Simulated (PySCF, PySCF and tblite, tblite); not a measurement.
# ethyl trimethylhydrazine (C5H14N2): a scan of pyramidal angle, part 2 of 3

PySCF and tblite. Atoms count from 0.

## Step 8: Shieldings, coordinate held at -20.8: PBE0/pcSseg-1 in acetone

What the job is given:

```
{"job": {"kind": "nmr", "xc": "PBE0", "basis": "pcSseg-1", "solvent": "acetone", "every": 1, "pop": false}, "charge": 0, "multiplicity": 1}
C      1.647811    -1.073098     0.831013
C      1.397616    -0.147549    -0.353050
N      0.300349     0.783056    -0.107083
C      0.242557     1.829565    -1.110660
N     -0.972064     0.232023     0.096516
C     -1.349018     0.071477     1.477464
C     -1.457334    -0.790376    -0.798430
H      0.849539    -1.802954     0.936605
H      2.581618    -1.611979     0.685467
H      1.714598    -0.492694     1.747214
H      1.237080    -0.748191    -1.265172
H      2.287214     0.466874    -0.516152
H      0.175861     1.448767    -2.140497
H      1.136652     2.446286    -1.027791
H     -0.632158     2.442265    -0.905997
H     -1.074365    -0.903639     1.906622
H     -0.866600     0.856944     2.053314
H     -2.432263     0.184755     1.558031
H     -1.176688    -0.543136    -1.821134
H     -1.085855    -1.801876    -0.565254
H     -2.545958    -0.807765    -0.736550
```

Output:

```text
coarse grid: 16240 points
cycle   1  E = -307.9190794885  dE =  6.011e-01  |g| = 3.864e-01  |ddm| = 3.821e+00
cycle   2  E = -307.9249317913  dE = -5.852e-03  |g| = 3.657e-01  |ddm| = 6.901e-01
cycle   3  E = -307.9589245971  dE = -3.399e-02  |g| = 3.691e-02  |ddm| = 3.171e-01
cycle   4  E = -307.9591694762  dE = -2.449e-04  |g| = 1.406e-02  |ddm| = 3.926e-02
cycle   5  E = -307.9592025215  dE = -3.305e-05  |g| = 6.311e-03  |ddm| = 1.501e-02
cycle   6  E = -307.9592101765  dE = -7.655e-06  |g| = 9.116e-04  |ddm| = 5.142e-03
final grid: 153232 points
cycle   7  E = -307.9997703097  dE = -6.858e-05  |g| = 9.876e-03  |ddm| = 3.621e-02
cycle   8  E = -307.9997663107  dE =  3.999e-06  |g| = 1.066e-02  |ddm| = 1.891e-02
cycle   9  E = -307.9997955214  dE = -2.921e-05  |g| = 7.757e-04  |ddm| = 1.024e-02
cycle  10  E = -307.9997956333  dE = -1.119e-07  |g| = 2.819e-04  |ddm| = 8.759e-04
cycle  11  E = -307.9997956491  dE = -1.577e-08  |g| = 5.187e-05  |ddm| = 2.454e-04
cycle  12  E = -307.9997956496  dE = -5.094e-10  |g| = 1.784e-05  |ddm| = 6.509e-05
converged SCF energy = -307.9997956496

GIAO shielding tensors (ppm)
atom      isotropic    diamagn.    paramagn.     s11        s22        s33       span
  0 C      169.139     248.583     -79.444    155.491    168.705    183.222     27.731
  1 C      136.253     248.228    -111.975    104.958    131.958    171.843     66.885
  2 N      161.572     322.041    -160.469    124.142    134.825    225.750    101.608
  3 C      138.677     246.791    -108.114     99.511    128.514    188.007     88.496
  4 N      189.778     325.278    -135.500    129.861    157.525    281.949    152.088
  5 C      136.166     246.504    -110.338    104.589    118.726    185.184     80.595
  6 C      156.357     247.523     -91.166    132.611    150.448    186.013     53.402
  7 H       30.568      32.124      -1.556     26.307     30.951     34.448      8.141
  8 H       30.574      28.750       1.824     26.128     27.429     38.164     12.036
  9 H       30.605      31.124      -0.519     26.891     29.104     35.820      8.929
 10 H       28.893      32.651      -3.758     25.894     28.289     32.496      6.603
 11 H       29.213      31.922      -2.709     23.378     29.266     34.994     11.617
 12 H       28.975      30.759      -1.784     25.360     26.860     34.704      9.343
 13 H       29.062      30.448      -1.386     24.661     26.419     36.106     11.445
 14 H       29.257      31.199      -1.942     25.253     27.193     35.325     10.072
 15 H       28.868      31.188      -2.320     24.044     28.144     34.417     10.373
 16 H       28.755      31.428      -2.673     25.782     26.546     33.937      8.156
 17 H       28.876      30.096      -1.220     24.028     26.214     36.387     12.359
 18 H       28.856      31.509      -2.653     24.296     27.661     34.610     10.313
 19 H       29.428      31.386      -1.957     24.266     28.677     35.342     11.076
 20 H       29.438      30.112      -0.674     24.888     26.825     36.600     11.712
```

It took 20 s on 1 thread of Intel Xeon 6975P-C, shared host; peak memory 0.96 GiB.

This run: HOMO -5.85 eV, LUMO 1.52 eV; dipole 1.23 D.

## Step 9: Shieldings, coordinate held at 21.4: PBE0/pcSseg-1 in acetone

What the job is given:

```
{"job": {"kind": "nmr", "xc": "PBE0", "basis": "pcSseg-1", "solvent": "acetone", "every": 1, "pop": false}, "charge": 0, "multiplicity": 1}
C      1.973784    -1.044014     0.731460
C      1.547054    -0.106608    -0.388705
N      0.346995     0.621955    -0.013725
C      0.024556     1.696141    -0.939081
N     -0.714328    -0.237987     0.286629
C     -1.488551     0.164759     1.429788
C     -1.459198    -0.852992    -0.785938
H      1.186430    -1.765780     0.927191
H      2.882001    -1.572124     0.452296
H      2.155948    -0.476476     1.639666
H      1.413796    -0.681564    -1.321759
H      2.326791     0.637689    -0.567727
H     -0.087868     1.360309    -1.980381
H      0.818106     2.440981    -0.898171
H     -0.904591     2.164447    -0.618071
H     -1.990844    -0.711644     1.839869
H     -0.807915     0.569494     2.174468
H     -2.254110     0.924405     1.200148
H     -0.771990    -1.182937    -1.563135
H     -1.972607    -1.727475    -0.386517
H     -2.213008    -0.189405    -1.241356
```

Output:

```text
coarse grid: 16240 points
cycle   1  E = -307.9211993946  dE =  6.105e-01  |g| = 3.910e-01  |ddm| = 3.814e+00
cycle   2  E = -307.9266835604  dE = -5.484e-03  |g| = 3.729e-01  |ddm| = 7.058e-01
cycle   3  E = -307.9622380682  dE = -3.555e-02  |g| = 3.359e-02  |ddm| = 3.236e-01
cycle   4  E = -307.9624468543  dE = -2.088e-04  |g| = 1.237e-02  |ddm| = 3.441e-02
cycle   5  E = -307.9624712177  dE = -2.436e-05  |g| = 6.287e-03  |ddm| = 1.364e-02
cycle   6  E = -307.9624787913  dE = -7.574e-06  |g| = 7.448e-04  |ddm| = 4.969e-03
final grid: 153232 points
cycle   7  E = -308.0023653193  dE = -4.256e-05  |g| = 9.396e-03  |ddm| = 2.710e-02
cycle   8  E = -308.0023614195  dE =  3.900e-06  |g| = 1.021e-02  |ddm| = 1.851e-02
cycle   9  E = -308.0023883008  dE = -2.688e-05  |g| = 7.832e-04  |ddm| = 9.958e-03
cycle  10  E = -308.0023884210  dE = -1.201e-07  |g| = 2.066e-04  |ddm| = 8.126e-04
cycle  11  E = -308.0023884295  dE = -8.512e-09  |g| = 2.958e-05  |ddm| = 1.724e-04
cycle  12  E = -308.0023884296  dE = -1.670e-10  |g| = 1.257e-05  |ddm| = 4.007e-05
converged SCF energy = -308.0023884296

GIAO shielding tensors (ppm)
atom      isotropic    diamagn.    paramagn.     s11        s22        s33       span
  0 C      171.921     247.534     -75.613    156.049    171.469    188.245     32.196
  1 C      136.527     247.705    -111.179    107.688    130.164    171.728     64.040
  2 N      164.891     323.041    -158.149    124.681    139.257    230.736    106.056
  3 C      150.532     247.927     -97.395    129.328    136.060    186.208     56.879
  4 N      202.333     325.893    -123.560    131.432    200.818    274.749    143.317
  5 C      140.325     246.352    -106.027    104.761    127.167    189.045     84.284
  6 C      157.337     247.458     -90.121    133.183    151.380    187.450     54.267
  7 H       30.116      32.001      -1.884     25.231     31.291     33.827      8.597
  8 H       30.843      28.599       2.244     26.405     27.783     38.341     11.936
  9 H       30.890      30.643       0.247     26.816     28.665     37.188     10.371
 10 H       29.121      32.436      -3.315     25.155     28.743     33.465      8.311
 11 H       29.400      31.803      -2.403     24.141     28.901     35.156     11.015
 12 H       29.532      31.197      -1.665     25.457     27.670     35.468     10.012
 13 H       29.451      30.686      -1.235     25.009     26.954     36.391     11.382
 14 H       29.031      31.596      -2.566     24.305     27.578     35.209     10.904
 15 H       29.012      30.414      -1.402     24.632     26.216     36.187     11.555
 16 H       29.201      31.553      -2.352     24.851     27.658     35.093     10.242
 17 H       28.862      30.400      -1.538     24.634     26.638     35.314     10.680
 18 H       29.000      31.853      -2.853     23.998     28.190     34.811     10.812
 19 H       29.626      30.573      -0.947     25.027     27.116     36.736     11.709
 20 H       29.622      30.696      -1.074     24.844     27.703     36.319     11.475
```

Wall time 19 s (1 thread of Intel Xeon 6975P-C, shared host); peak memory 0.96 GiB.

In short: HOMO -5.84 eV, LUMO 1.49 eV; dipole 1.30 D.

## Step 10: Shieldings, coordinate held at -28.1: PBE0/pcSseg-1 in acetone

What the job is given:

```
{"job": {"kind": "nmr", "xc": "PBE0", "basis": "pcSseg-1", "solvent": "acetone", "every": 1, "pop": false}, "charge": 0, "multiplicity": 1}
C      1.633432    -1.065140     0.846788
C      1.347601    -0.168068    -0.352598
N      0.277994     0.793666    -0.111882
C      0.274844     1.847278    -1.109379
N     -1.041898     0.314644     0.064218
C     -1.344121     0.060086     1.457881
C     -1.457183    -0.778461    -0.792160
H      0.866500    -1.824902     0.973893
H      2.586055    -1.570925     0.702859
H      1.687836    -0.466767     1.752057
H      1.162967    -0.788506    -1.246303
H      2.239707     0.431493    -0.553515
H      0.212160     1.473658    -2.142159
H      1.187130     2.434004    -1.007889
H     -0.582549     2.487241    -0.916628
H     -1.015822    -0.924284     1.814897
H     -0.867257     0.832393     2.055748
H     -2.425345     0.128046     1.589070
H     -1.209751    -0.544177    -1.826755
H     -1.008985    -1.747220    -0.525932
H     -2.540197    -0.871511    -0.713010
```

Output:

```text
coarse grid: 16240 points
cycle   1  E = -307.9184006995  dE =  5.811e-01  |g| = 3.911e-01  |ddm| = 3.814e+00
cycle   2  E = -307.9251572103  dE = -6.757e-03  |g| = 3.645e-01  |ddm| = 6.785e-01
cycle   3  E = -307.9586779409  dE = -3.352e-02  |g| = 3.775e-02  |ddm| = 3.047e-01
cycle   4  E = -307.9589567490  dE = -2.788e-04  |g| = 1.009e-02  |ddm| = 3.718e-02
cycle   5  E = -307.9589737060  dE = -1.696e-05  |g| = 5.240e-03  |ddm| = 1.232e-02
cycle   6  E = -307.9589795133  dE = -5.807e-06  |g| = 9.197e-04  |ddm| = 4.427e-03
final grid: 153232 points
cycle   7  E = -308.0001939278  dE = -7.710e-05  |g| = 1.019e-02  |ddm| = 3.908e-02
cycle   8  E = -308.0001897053  dE =  4.223e-06  |g| = 1.102e-02  |ddm| = 1.932e-02
cycle   9  E = -308.0002205860  dE = -3.088e-05  |g| = 8.542e-04  |ddm| = 1.042e-02
cycle  10  E = -308.0002207179  dE = -1.320e-07  |g| = 3.249e-04  |ddm| = 9.357e-04
cycle  11  E = -308.0002207388  dE = -2.082e-08  |g| = 5.855e-05  |ddm| = 2.720e-04
cycle  12  E = -308.0002207394  dE = -6.236e-10  |g| = 1.965e-05  |ddm| = 6.312e-05
converged SCF energy = -308.0002207394

GIAO shielding tensors (ppm)
atom      isotropic    diamagn.    paramagn.     s11        s22        s33       span
  0 C      167.973     248.465     -80.492    153.837    167.455    182.627     28.789
  1 C      137.910     247.947    -110.037    106.617    134.528    172.585     65.969
  2 N      160.164     322.604    -162.440    123.124    131.948    225.420    102.296
  3 C      137.852     246.568    -108.716     97.848    128.188    187.519     89.671
  4 N      176.221     323.050    -146.830    125.249    136.169    267.244    141.995
  5 C      134.540     247.215    -112.675    102.966    116.794    183.859     80.893
  6 C      154.043     248.323     -94.280    128.686    149.038    184.404     55.718
  7 H       30.403      31.866      -1.463     26.058     30.728     34.423      8.365
  8 H       30.530      28.733       1.796     25.986     27.451     38.152     12.166
  9 H       30.553      31.105      -0.552     26.918     29.204     35.536      8.618
 10 H       28.778      32.597      -3.819     25.865     28.172     32.296      6.431
 11 H       29.244      32.012      -2.768     23.160     29.669     34.903     11.742
 12 H       28.993      30.664      -1.671     25.360     26.759     34.860      9.500
 13 H       29.073      30.461      -1.388     24.685     26.461     36.072     11.387
 14 H       29.192      31.153      -1.961     25.166     27.103     35.307     10.141
 15 H       29.008      31.603      -2.595     24.356     28.745     33.922      9.567
 16 H       28.788      31.508      -2.719     25.893     26.549     33.924      8.030
 17 H       28.959      30.182      -1.223     24.403     26.154     36.321     11.918
 18 H       28.944      31.547      -2.604     24.463     27.496     34.872     10.409
 19 H       29.515      31.833      -2.318     24.658     29.090     34.797     10.140
 20 H       29.427      30.185      -0.758     25.193     26.748     36.341     11.148
```

It took 19 s on 1 thread of Intel Xeon 6975P-C, shared host; peak memory 0.96 GiB.

Key values: HOMO -6.16 eV, LUMO 1.55 eV; dipole 1.46 D.

## Step 11: Shieldings, coordinate held at -11: PBE0/pcSseg-1 in acetone

What the job is given:

```
{"job": {"kind": "nmr", "xc": "PBE0", "basis": "pcSseg-1", "solvent": "acetone", "every": 1, "pop": false}, "charge": 0, "multiplicity": 1}
C      1.684957    -1.083456     0.811383
C      1.451890    -0.128955    -0.351524
N      0.319977     0.758136    -0.096413
C      0.208698     1.800102    -1.101834
N     -0.896344     0.128382     0.136461
C     -1.366076     0.088815     1.490276
C     -1.469433    -0.798585    -0.800164
H      0.871508    -1.798893     0.895094
H      2.610629    -1.633806     0.660056
H      1.754060    -0.524265     1.740440
H      1.322902    -0.703941    -1.284996
H      2.328596     0.512520    -0.474308
H      0.130070     1.414381    -2.129085
H      1.089100     2.438773    -1.041453
H     -0.676114     2.393072    -0.881464
H     -1.163362    -0.867842     1.997374
H     -0.877265     0.885839     2.044260
H     -2.447015     0.255501     1.506792
H     -1.137083    -0.553705    -1.807259
H     -1.208054    -1.850222    -0.593972
H     -2.557687    -0.709383    -0.767666
```

Output:

```text
coarse grid: 16240 points
cycle   1  E = -307.9179987077  dE =  6.236e-01  |g| = 3.811e-01  |ddm| = 3.827e+00
cycle   2  E = -307.9223216273  dE = -4.323e-03  |g| = 3.702e-01  |ddm| = 6.968e-01
cycle   3  E = -307.9573069119  dE = -3.499e-02  |g| = 3.615e-02  |ddm| = 3.317e-01
cycle   4  E = -307.9575087742  dE = -2.019e-04  |g| = 1.855e-02  |ddm| = 4.293e-02
cycle   5  E = -307.9575714154  dE = -6.264e-05  |g| = 5.538e-03  |ddm| = 1.793e-02
cycle   6  E = -307.9575771981  dE = -5.783e-06  |g| = 8.501e-04  |ddm| = 4.919e-03
final grid: 153232 points
cycle   7  E = -307.9970274274  dE = -5.401e-05  |g| = 9.627e-03  |ddm| = 3.304e-02
cycle   8  E = -307.9970226382  dE =  4.789e-06  |g| = 1.059e-02  |ddm| = 1.930e-02
cycle   9  E = -307.9970514439  dE = -2.881e-05  |g| = 8.782e-04  |ddm| = 1.067e-02
cycle  10  E = -307.9970515953  dE = -1.515e-07  |g| = 2.078e-04  |ddm| = 8.822e-04
cycle  11  E = -307.9970516040  dE = -8.688e-09  |g| = 4.246e-05  |ddm| = 2.051e-04
cycle  12  E = -307.9970516044  dE = -3.704e-10  |g| = 1.604e-05  |ddm| = 6.098e-05
converged SCF energy = -307.9970516044

GIAO shielding tensors (ppm)
atom      isotropic    diamagn.    paramagn.     s11        s22        s33       span
  0 C      170.305     248.509     -78.204    156.821    169.466    184.629     27.808
  1 C      134.456     248.402    -113.945    103.513    128.733    171.122     67.609
  2 N      161.836     321.364    -159.528    123.253    136.283    225.973    102.720
  3 C      140.361     247.053    -106.691    103.364    129.385    188.336     84.973
  4 N      206.366     328.086    -121.720    131.083    189.860    298.156    167.072
  5 C      137.607     245.744    -108.137    104.957    120.718    187.145     82.189
  6 C      157.864     246.665     -88.801    134.025    151.907    187.659     53.634
  7 H       30.722      32.238      -1.517     26.595     31.059     34.511      7.916
  8 H       30.628      28.736       1.892     26.254     27.444     38.186     11.932
  9 H       30.679      31.116      -0.437     26.845     29.014     36.179      9.334
 10 H       29.050      32.655      -3.604     25.823     28.513     32.815      6.993
 11 H       29.204      31.906      -2.702     23.629     28.929     35.055     11.426
 12 H       28.989      30.878      -1.889     25.372     27.036     34.559      9.186
 13 H       29.097      30.469      -1.372     24.678     26.470     36.142     11.464
 14 H       29.349      31.236      -1.887     25.318     27.286     35.444     10.126
 15 H       28.725      30.796      -2.071     23.701     27.483     34.992     11.291
 16 H       28.758      31.362      -2.605     25.710     26.508     34.055      8.345
 17 H       28.826      30.037      -1.211     23.805     26.280     36.395     12.589
 18 H       28.775      31.497      -2.722     24.185     27.805     34.335     10.150
 19 H       29.345      30.934      -1.589     23.848     28.236     35.950     12.103
 20 H       29.445      30.068      -0.623     24.571     26.944     36.819     12.247
```

Wall time 20 s (1 thread of Intel Xeon 6975P-C, shared host); peak memory 0.96 GiB.

Key values: HOMO -5.57 eV, LUMO 1.48 eV; dipole 1.04 D.

## Step 12: Shieldings, coordinate held at 11.3: PBE0/pcSseg-1 in acetone

What the job is given:

```
{"job": {"kind": "nmr", "xc": "PBE0", "basis": "pcSseg-1", "solvent": "acetone", "every": 1, "pop": false}, "charge": 0, "multiplicity": 1}
C      1.879622    -1.046368     0.752341
C      1.530085    -0.085165    -0.373952
N      0.334508     0.679707    -0.046185
C      0.069456     1.736009    -1.011680
N     -0.764258    -0.121980     0.233881
C     -1.442862     0.120141     1.472528
C     -1.465760    -0.843008    -0.792459
H      1.065294    -1.747697     0.909360
H      2.781685    -1.600359     0.505576
H      2.042887    -0.494601     1.673722
H      1.422503    -0.644965    -1.319610
H      2.338438     0.637987    -0.508488
H     -0.044620     1.367300    -2.041883
H      0.892032     2.449691    -0.988739
H     -0.845236     2.249033    -0.719419
H     -1.786167    -0.828525     1.892976
H     -0.739978     0.580615     2.161788
H     -2.317502     0.783502     1.368074
H     -0.775338    -1.106984    -1.591899
H     -1.868167    -1.765307    -0.367948
H     -2.303312    -0.274296    -1.231415
```

Output:

```text
coarse grid: 16240 points
cycle   1  E = -307.9183107881  dE =  6.249e-01  |g| = 3.845e-01  |ddm| = 3.824e+00
cycle   2  E = -307.9224078769  dE = -4.097e-03  |g| = 3.753e-01  |ddm| = 7.064e-01
cycle   3  E = -307.9584871818  dE = -3.608e-02  |g| = 3.310e-02  |ddm| = 3.332e-01
cycle   4  E = -307.9586559696  dE = -1.688e-04  |g| = 1.746e-02  |ddm| = 3.831e-02
cycle   5  E = -307.9587110299  dE = -5.506e-05  |g| = 5.458e-03  |ddm| = 1.664e-02
cycle   6  E = -307.9587166254  dE = -5.595e-06  |g| = 7.624e-04  |ddm| = 4.601e-03
final grid: 153232 points
cycle   7  E = -307.9978229694  dE = -4.223e-05  |g| = 9.253e-03  |ddm| = 2.750e-02
cycle   8  E = -307.9978189719  dE =  3.997e-06  |g| = 1.009e-02  |ddm| = 1.826e-02
cycle   9  E = -307.9978452642  dE = -2.629e-05  |g| = 7.776e-04  |ddm| = 9.930e-03
cycle  10  E = -307.9978453833  dE = -1.191e-07  |g| = 1.833e-04  |ddm| = 7.778e-04
cycle  11  E = -307.9978453899  dE = -6.629e-09  |g| = 3.233e-05  |ddm| = 1.564e-04
cycle  12  E = -307.9978453901  dE = -2.003e-10  |g| = 1.362e-05  |ddm| = 4.157e-05
converged SCF energy = -307.9978453901

GIAO shielding tensors (ppm)
atom      isotropic    diamagn.    paramagn.     s11        s22        s33       span
  0 C      172.079     247.820     -75.741    157.475    170.674    188.088     30.614
  1 C      136.345     248.049    -111.704    106.513    130.674    171.847     65.333
  2 N      163.244     321.715    -158.471    122.995    136.881    229.857    106.861
  3 C      145.966     247.622    -101.656    123.885    127.213    186.801     62.916
  4 N      214.664     329.091    -114.426    131.638    217.745    294.610    162.972
  5 C      139.762     245.628    -105.866    103.971    125.754    189.563     85.593
  6 C      158.434     246.631     -88.197    134.060    153.021    188.221     54.161
  7 H       30.449      32.268      -1.820     25.933     31.377     34.035      8.102
  8 H       30.833      28.708       2.125     26.429     27.735     38.335     11.906
  9 H       30.877      30.779       0.098     26.846     28.615     37.170     10.324
 10 H       29.154      32.520      -3.365     25.309     28.731     33.423      8.114
 11 H       29.380      31.851      -2.471     24.163     28.827     35.150     10.987
 12 H       29.383      31.075      -1.691     25.519     27.525     35.106      9.586
 13 H       29.315      30.582      -1.266     24.937     26.696     36.314     11.377
 14 H       29.102      31.385      -2.283     24.757     27.211     35.338     10.581
 15 H       28.895      30.465      -1.570     24.245     26.394     36.045     11.800
 16 H       29.063      31.540      -2.477     25.020     27.584     34.587      9.567
 17 H       28.618      29.972      -1.354     23.917     26.149     35.788     11.871
 18 H       28.907      31.769      -2.861     24.113     28.126     34.484     10.371
 19 H       29.561      30.522      -0.961     24.715     27.318     36.649     11.935
 20 H       29.373      30.232      -0.859     24.202     27.186     36.730     12.528
```

Wall time 20 s (1 thread of Intel Xeon 6975P-C, shared host); peak memory 0.96 GiB.

This run: HOMO -5.56 eV, LUMO 1.46 eV; dipole 1.05 D.

(Part 2 of 3 ends here.)
